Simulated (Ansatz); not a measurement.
# ZnS: the cost of one run

Program: Ansatz 0.2.0. Level of theory: DFT PBE, scalar-relativistic, plane waves, PAW. These are calculated values, not measurements.

## Step 1: The starting structure

It takes space group F-43m (No. 216, cubic). Conventional cell: a = 5.387 Å, b = 5.387 Å, c = 5.387 Å, α = 90.00°, β = 90.00°, γ = 90.00°. Zn (site symmetry -43m) has 4 S at 2.33 Å as nearest neighbours. S (site symmetry -43m) is surrounded by 4 Zn at 2.33 Å.

As a file:

```cif
data_structure
_symmetry_space_group_name_H-M 'P 1'
_symmetry_Int_Tables_number 1
_cell_length_a 3.8094
_cell_length_b 3.8094
_cell_length_c 3.8094
_cell_angle_alpha 60.000
_cell_angle_beta 60.000
_cell_angle_gamma 60.000
_cell_volume 39.09
loop_
_atom_site_label
_atom_site_type_symbol
_atom_site_fract_x
_atom_site_fract_y
_atom_site_fract_z
_atom_site_occupancy
Zn1 Zn 0.00000 0.00000 0.00000 1
S1 S 0.75000 0.75000 0.75000 1
```

The structure comes from the Materials Project (structure only).

(A quick probe on a coarse mesh, which set the mesh and smearing, is not shown.)

## Step 3: Relaxing cell and atoms

input.yaml reads:

```yaml
crystal:
  lattice:
    - [0.0, 2.69368288, 2.69368288]
    - [2.69368288, 0.0, 2.69368288]
    - [2.69368288, 2.69368288, 0.0]
  atoms:
    - { symbol: Zn, position: [0.0, 0.0, 0.0] }
    - { symbol: S, position: [0.75, 0.75, 0.75] }
basis:
  ecutwfc: 420
kpoints:
  mp_grid: { grid: [10, 10, 10] }
hamiltonian:
  xc: pbe
scf:
  occupations: { method: gaussian, width: 0.02 }
output:
  forces: true
  stress: true
  eigenvalues: true
relax:
  adjacent_minimum: "off"
  f_tol: 0.005
  max_steps: 80
  cell: { stress_tol: 0.05 }
```

On the command line:

```
ansatz run input.yaml --threads 4 --pin off --max-ram 8192MiB --backend cpu --events-out ev --progress --plain --runs-dir out
```

Q: Estimate wall time and peak memory on 4 threads of AMD EPYC (Zen 3), shared host.

About 17 s, with a peak of 0.38 GiB.
